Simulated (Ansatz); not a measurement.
# LiTl2B6: the cost of one run

Method: DFT PBE, scalar-relativistic, plane waves, PAW, in Ansatz 0.2.0.

1 further run of the same task is left out (it didn't finish).

## (1) The structure to begin with

Symmetry: Fm-3m, No. 225, cubic system. The conventional cell has a = 8.219 Å, b = 8.219 Å, c = 8.219 Å, α = 90.00°, β = 90.00°, γ = 90.00°. Li (site symmetry m-3m) is surrounded by 12 B at 2.91 Å. Tl (site symmetry -43m) has 6 B at 2.05 Å as nearest neighbours. B (site symmetry mmm) has 2 Tl at 2.05 Å and 2 Li at 2.91 Å as nearest neighbours.

As a file:

```cif
data_structure
_symmetry_space_group_name_H-M 'Fm-3m'
_symmetry_Int_Tables_number 225
_cell_length_a 8.2192
_cell_length_b 8.2192
_cell_length_c 8.2192
_cell_angle_alpha 90.000
_cell_angle_beta 90.000
_cell_angle_gamma 90.000
_cell_volume 555.25
loop_
_atom_site_label
_atom_site_type_symbol
_atom_site_symmetry_multiplicity
_atom_site_Wyckoff_symbol
_atom_site_fract_x
_atom_site_fract_y
_atom_site_fract_z
_atom_site_occupancy
Li1 Li 4 a 0.00000 0.00000 0.00000 1
Tl1 Tl 8 c 0.25000 0.75000 0.75000 1
B1 B 24 d 0.00000 0.75000 0.75000 1
```

Recipe of the guess: random cell by space group and Wyckoff sites (Fm-3m, No. 225). Its size is a rough estimate.

## (2) The guess as it stands, on a coarse mesh

File input.yaml:

```yaml
crystal:
  lattice:
    - [0.0, 4.10960827, 4.10960827]
    - [4.10960827, 0.0, 4.10960827]
    - [4.10960827, 4.10960827, 0.0]
  atoms:
    - { symbol: Li, position: [0.0, 0.0, 0.0] }
    - { symbol: Tl, position: [0.25, 0.25, 0.25] }
    - { symbol: Tl, position: [0.75, 0.75, 0.75] }
    - { symbol: B, position: [0.5, 0.0, 0.0] }
    - { symbol: B, position: [0.0, 0.5, 0.5] }
    - { symbol: B, position: [0.0, 0.5, 0.0] }
    - { symbol: B, position: [0.5, 0.0, 0.5] }
    - { symbol: B, position: [0.0, 0.0, 0.5] }
    - { symbol: B, position: [0.5, 0.5, 0.0] }
basis:
  ecutwfc: 420
kpoints:
  mp_grid: { grid: [4, 4, 4] }
hamiltonian:
  xc: pbe
scf:
  occupations: { method: gaussian, width: 0.1 }
  lower_state_search: "off"
output:
  forces: true
  stress: true
  eigenvalues: true
```

Launch:

```
$ ansatz run input.yaml --threads 1 --pin off --max-ram 2048MiB --backend cpu --events-out ev --progress --plain --runs-dir out
```

What time and memory should one allow on 1 thread of Arm Neoverse V2, shared host?

About 2.1 s, with a peak of 0.37 GiB.
